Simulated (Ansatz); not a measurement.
# Cr (Chromium): the cost of one run

Computed with Ansatz 0.2.0 (DFT PBE, scalar-relativistic, plane waves, PAW, unless a step's input says otherwise).

3 further runs of the same task are left out: 3 set aside as unsound or not needed.

## 1. Starting point

Symmetry: Im-3m, No. 229, cubic system. Conventional cell: a = 2.848 Å, b = 2.848 Å, c = 2.848 Å, α = 90.00°, β = 90.00°, γ = 90.00°. Cr (site symmetry m-3m) is surrounded by 8 Cr at 2.47 Å.

Structure file:

```cif
data_structure
_symmetry_space_group_name_H-M 'P 1'
_symmetry_Int_Tables_number 1
_cell_length_a 2.4666
_cell_length_b 2.4666
_cell_length_c 2.4666
_cell_angle_alpha 109.471
_cell_angle_beta 109.471
_cell_angle_gamma 109.471
_cell_volume 11.55
loop_
_atom_site_label
_atom_site_type_symbol
_atom_site_fract_x
_atom_site_fract_y
_atom_site_fract_z
_atom_site_occupancy
Cr1 Cr 0.00000 0.00000 0.00000 1
```

This cell comes from an earlier session at PBE: 11.553 Å³/atom at 0.04 GPa, on a 22×22×22 mesh.

## 2. Ferromagnetic, larger cell

input.yaml reads:

```yaml
crystal:
  lattice:
    - [2.8482214444, 0.0, 0.0]
    - [0.0, 2.8482214444, 0.0]
    - [0.0, 0.0, 2.8482214444]
  atoms:
    - { symbol: Cr, position: [0.0, 0.0, 0.0], spin: 2.0 }
    - { symbol: Cr, position: [0.5, 0.5, 0.5], spin: 2.0 }
basis:
  ecutwfc: 420
  ecutrho_ratio: 4
kpoints:
  mp_grid: { grid: [12, 12, 12] }
hamiltonian:
  xc: pbe
scf:
  occupations: { method: gaussian, width: 0.05 }
  lower_state_search: "off"
output:
  forces: true
  stress: true
  eigenvalues: true
  populations: true
magnetization:
  spin_polarized: true
```

The run is started by

```
> ansatz run input.yaml --threads 2 --pin off --max-ram 5120MiB --backend cpu --events-out ev --progress --plain --runs-dir out
```

What time and memory should one allow on 2 threads of Arm Neoverse V1, shared host?

About 4.8 s, with a peak of 0.32 GiB.
